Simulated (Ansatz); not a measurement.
# YMn2Si2: further runs on the relaxed cell

An exercise on one series of results from a longer session: the logs are not shown, and one member is left open.

The COD entry's cell or inner coordinates are ideal or old and differ from later refinements, so a difference from it is no clean test against experiment.

Program: Ansatz 0.2.0. Level of theory: DFT PBEsol, scalar-relativistic, plane waves, PAW. These are calculated values, not measurements.

**The system as given**

The structure is tetragonal, space group I4/mmm (No. 139). Conventional cell: a = 3.844 Å, b = 3.844 Å, c = 10.231 Å, α = 90.00°, β = 90.00°, γ = 90.00°. Around Y (site symmetry 4/mmm) lie 8 Si at 2.99 Å and 8 Mn at 3.20 Å. Mn (site symmetry -4m2) has 4 Si at 2.33 Å in its first shell of neighbours. Si (site symmetry 4mm) is surrounded by 4 Mn at 2.33 Å and 1 Si at 2.47 Å and 4 Y at 2.99 Å.

Structure file:

```cif
data_structure
_symmetry_space_group_name_H-M 'I4/mmm'
_symmetry_Int_Tables_number 139
_cell_length_a 3.8439
_cell_length_b 3.8439
_cell_length_c 10.2312
_cell_angle_alpha 90.000
_cell_angle_beta 90.000
_cell_angle_gamma 90.000
_cell_volume 151.17
loop_
_atom_site_label
_atom_site_type_symbol
_atom_site_symmetry_multiplicity
_atom_site_Wyckoff_symbol
_atom_site_fract_x
_atom_site_fract_y
_atom_site_fract_z
_atom_site_occupancy
Y1 Y 2 a 0.00000 0.00000 0.00000 1
Mn1 Mn 4 d 0.00000 0.50000 0.25000 1
Si1 Si 4 e 0.00000 0.00000 0.37936 1
```

It is the result of an earlier relaxation at this level (volume 15.12 Å³/atom; gap on the mesh: none (metal), site moments up to 1.7 μB).

Set-up of the first run:

File input.yaml:

```yaml
crystal:
  lattice:
    - [-1.9025415167, 1.9025415167, 5.0639446647]
    - [1.9025415167, -1.9025415167, 5.0639446647]
    - [1.9025415167, 1.9025415167, -5.0639446647]
  atoms:
    - { symbol: "Y", position: [0.0, 0.0, 0.0] }
    - { symbol: Mn, position: [0.75, 0.25, 0.5], spin: 1.86 }
    - { symbol: Mn, position: [0.25, 0.75, 0.5], spin: 1.86 }
    - { symbol: Si, position: [0.3793634092, 0.3793634092, 0.0] }
    - { symbol: Si, position: [0.6206365908, 0.6206365908, 0.0] }
basis:
  ecutwfc: 420
kpoints:
  mp_grid: { grid: [12, 12, 12] }
hamiltonian:
  xc: pbesol
scf:
  occupations: { method: gaussian, width: 0.1 }
output:
  forces: true
  stress: true
  eigenvalues: true
  populations: true
magnetization:
  spin_polarized: true
relax:
  adjacent_minimum: "off"
  f_tol: 0.01
  max_steps: 30
  cell: { stress_tol: 0.1, fix: [volume] }
```

Started as:

```
> ansatz run input.yaml --threads 1 --pin off --max-ram 2560MiB --backend cpu --events-out ev --progress --plain --runs-dir out
```

Steps of the session up to this table: The cell scaled to 0.97 of its volume; Volume × 1.03; Point at V/V0 = 0.94; Volume × 1.06.

One table of the session follows, with a row left open; its other results are not shown here.

It belongs to the step «Energy against volume». 

| volume (Å³/atom) | energy above the lowest point (meV/atom) | pressure (GPa) | largest moment (μB) |
| --- | --- | --- | --- |
| 14.210 | 27.1 | 10.21 | 1.58 |
| 14.664 | 6.3 | 4.67 | 1.63 |
| 15.117 | 0.0 | -0.01 | 1.69 |
| 15.571 | ? | ? | ? |
| 16.024 | 22.1 | -7.27 | 1.82 |

Q: Estimate the row for volume (Å³/atom) = 15.571 from the others.

Worked estimate for «energy above the lowest point (meV/atom)». A straight line through the neighbours (15.117, 0.0) and (16.024, 22.1) gives 0.0 + (22.1 − 0.0) × (15.571 − 15.117) / (16.024 − 15.117) = 11.1; a parabola fitted to 3 rows on both sides gives 5.3.

**Answer.** energy above the lowest point (meV/atom): 5.9; pressure (GPa): -3.96; largest moment (μB): 1.75. In «energy above the lowest point (meV/atom)» the line misses by +5.2 and the parabola by -0.6.
